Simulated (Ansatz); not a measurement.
# Sn: the cost of one run

Computed with Ansatz 0.2.0 (DFT PBEsol, scalar-relativistic, plane waves, PAW, unless a step's input says otherwise).

## (1) Starting point

Symmetry: I4/mmm, No. 139, tetragonal system. The conventional cell has a = 3.182 Å, b = 3.182 Å, c = 5.831 Å, α = 90.00°, β = 90.00°, γ = 90.00°. Around Sn (site symmetry 4/mmm) lie 4 Sn at 3.18 Å.

Structure file:

```
CELL_PARAMETERS angstrom
-1.59075 1.59075 2.91565
1.59075 -1.59075 2.91565
1.59075 1.59075 -2.91565
ATOMIC_POSITIONS crystal
Sn 0.00000 0.00000 0.00000
```

No relaxation comes first: the listed cell is the starting point.

## (2) The reference cell

The reference gives a free energy of -5949.6842 eV, pressure -4.11 GPa, largest force 0.000 eV/Å and gap on the mesh none (metal). It was computed beforehand with the settings of the runs below.

## (3) The scan: energy and stress against strain

The cell is strained by ε times the Voigt pattern (0, 0, 1, 0, 0, 0) (xx, yy, zz, yz, xz, xy; engineering shear), with fractional coordinates fixed (clamped ions). The stress on the pattern is the sum of the stress components weighted by it, tension positive.

## (4) At ε = -0.0400

Input file input.yaml:

```yaml
crystal:
  lattice:
    - [-1.59075, 1.59075, 2.799024]
    - [1.59075, -1.59075, 2.799024]
    - [1.59075, 1.59075, -2.799024]
  atoms:
    - { symbol: Sn, position: [0.0, 0.0, 0.0] }
basis:
  ecutwfc: 420
kpoints:
  mp_grid: { grid: [20, 20, 20] }
hamiltonian:
  xc: pbesol
scf:
  occupations: { method: gaussian, width: 0.15 }
output:
  forces: true
  stress: true
  eigenvalues: true
```

The run is started by

```console
$ ansatz run input.yaml --threads 1 --pin off --max-ram 2560MiB --backend cpu --events-out ev --progress --plain --runs-dir out
```

What time and memory should one allow on 1 thread of AMD EPYC 9R45 (Zen 5), shared host?

About 3.4 s, with a peak of 0.49 GiB.
